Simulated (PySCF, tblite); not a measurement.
**C2H5F4PSi+ (doublet): geometry, infrared bands and EPR parameters**

Wanted: the infrared bands and EPR parameters of C2H5F4PSi+ (doublet) (`FC[Si@H]([PH2+])C(F)(F)F`), by calculation.

Computed with tblite 0.8.0 and PySCF 2.14.0, with density-fitted response routines of our own, on a single molecule in the gas phase. Atoms are numbered from 0 throughout.

**1. Starting geometry**

13 atoms, charge 1, multiplicity 2; geometry from: force field or distance geometry start.

Bonds of the start (Å): F0–C1 1.36, C1–Si2 1.83, Si2–P3 2.27, Si2–C4 1.83, C4–F5 1.36, C4–F6 1.36, C4–F7 1.35, C1–H8 1.10, C1–H9 1.10, Si2–H10 1.50, P3–H11 1.41, P3–H12 1.40.

**2. Geometry optimisation with GFN2-xTB**

What the job is given:

```
{"job": {"kind": "relax", "xc": "GFN2-xTB", "basis": "xTB"}, "charge": 1, "multiplicity": 2}
F      2.459900     0.861800    -0.472500
C      1.628800    -0.034600     0.129500
Si    -0.004700    -0.040300    -0.686300
P     -0.909400     2.034900    -0.543100
C     -1.065400    -1.310600     0.083500
F     -0.529100    -2.546500    -0.066200
F     -2.303200    -1.350200    -0.474200
F     -1.214000    -1.094900     1.411400
H      1.572700     0.232600     1.196900
H      2.116000    -1.017400     0.076000
H      0.150400    -0.255900    -2.161100
H     -1.912500     1.850700    -1.518100
H      0.006100     2.670900    -1.386500
```

Command:

```console
$ OMP_NUM_THREADS=1 python probes_run.py task.json out
```

This one command runs all jobs of the session in turn.

**Question.** This job is followed by: GFN2-xTB harmonic vibrations, gas phase; UKS B3LYP, pcH-1 on C F H P Si, non-relativistic, mean-field spin-orbit, GIAO. Predict these results of the whole session: strongest single infrared mode (GFN2-xTB); zero-point energy (GFN2-xTB); g(iso) (B3LYP); ⟨S²⟩; largest a(iso) (averaged by class).

The runs gave:

| quantity | value |
| --- | --- |
| strongest single infrared mode (GFN2-xTB) | 1117 cm⁻¹, 189 km/mol |
| zero-point energy (GFN2-xTB) | 41.0 kcal/mol |
| g(iso) (B3LYP) | 2.00794 |
| ⟨S²⟩ | 0.753 (exact 0.75) |
| largest a(iso) (averaged by class) | 31P on P3, 713.3 MHz |

The optimisation took 143 steps and gained 0.701 eV; among the close pairs (by a distance rule), Si2–C4 changed most, from 1.825 to 1.971 Å. No mode is imaginary among the 33: a minimum at this level. The strongest single mode, at 1117 cm⁻¹, moves mainly C4. GFN2-xTB is a fitted tight-binding method: band positions and strengths are rough. Its intensities can rank the bands wrongly. Most of the unpaired spin sits on P3 (1.02 e). The isotropic g lies 5.6 ppt above the free-electron value.
